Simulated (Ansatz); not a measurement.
**HfTaN2: how settings move the results**

One table from this session's results is given with a row withheld; the runs are named, their logs left out.

Method: DFT PBEsol, scalar-relativistic, plane waves, PAW, in Ansatz 0.2.0.

1 further run of the same task is left out (it didn't finish).

## Starting point

The structure is trigonal, space group R-3m (No. 166). The conventional cell has a = 3.173 Å, b = 3.173 Å, c = 15.403 Å, α = 90.00°, β = 90.00°, γ = 120.00°. Around Hf (site symmetry -3m) lie 6 N at 2.23 Å. Around Ta (site symmetry -3m) lie 6 N at 2.24 Å. Around N (site symmetry 3m) lie 3 Hf at 2.23 Å and 3 Ta at 2.24 Å.

Structure file:

```xyz
4
Lattice="1.5863 0.9159 5.1344 -1.5863 0.9159 5.1344 0.0000 -1.8317 5.1344" Properties=species:S:1:pos:R:3 pbc="T T T"
Hf    0.0000    0.0000    0.0000
Ta    0.0000    0.0000    7.7016
N     0.0000    0.0000    3.8554
N     0.0000    0.0000   11.5478
```

The structure comes from the Materials Project (structure only); it is used as listed.

The first run:

input.yaml reads:

```yaml
crystal:
  lattice:
    - [1.5863159867, 0.915859962, 5.1343890851]
    - [-1.5863159867, 0.915859962, 5.1343890851]
    - [0.0, -1.8317199239, 5.1343890851]
  atoms:
    - { symbol: Hf, position: [0.0, 0.0, 0.0] }
    - { symbol: Ta, position: [0.5, 0.5, 0.5] }
    - { symbol: "N", position: [0.250298, 0.250298, 0.250298] }
    - { symbol: "N", position: [0.749702, 0.749702, 0.749702] }
basis:
  ecutwfc: 420
kpoints:
  mp_grid: { grid: [6, 6, 6] }
hamiltonian:
  xc: pbesol
scf:
  occupations: { method: gaussian, width: 0.1 }
output:
  forces: true
  stress: true
  eigenvalues: true
```

Among the steps run: A first look at the start; The base run, for reference; Plane-wave cutoff: 250 eV; Plane-wave cutoff set to 300 eV; Plane-wave cutoff: 350 eV; Plane-wave cutoff set to 500 eV.

One of the session's tables, all rows but one given; the rest of the session is left out.

It belongs to the step «What the plane-wave cutoff changes». 

| cutoff (eV) | ΔE (meV/atom) | pressure (GPa) | largest change of a force component (eV/Å) |
| --- | --- | --- | --- |
| 250 | 789 | -9.40 | 0.002 |
| 300 | 166 | -7.78 | 0.051 |
| 350 | 38.0 | -8.01 | 0.008 |
| 420 | ? | ? | ? |
| 500 | 0.00 | -7.83 | 0.000 |

Q: Estimate the row for cutoff (eV) = 420 from the others.

Worked estimate for «ΔE (meV/atom)». A straight line through the neighbours (350, 38.0) and (500, 0.00) gives 38.0 + (0.00 − 38.0) × (420 − 350) / (500 − 350) = 20.27; a parabola fitted to 3 rows on both sides gives -44.32.

**Answer.** ΔE (meV/atom): 2.92; pressure (GPa): -7.78; largest change of a force component (eV/Å): 0.003. In «ΔE (meV/atom)» the line misses by +17.35 and the parabola by -47.24. Between these rows the values bend or scatter more than so simple an estimate can follow.

Caveats from the session: The last step in the plane-wave cutoff still changes the energy by 2.92 meV/atom: the series is not settled to 1 meV/atom. Spin polarisation is off in the runs that give these values; a magnetic solution could lie lower. Warnings in the runs' records: cutoff below recommended.
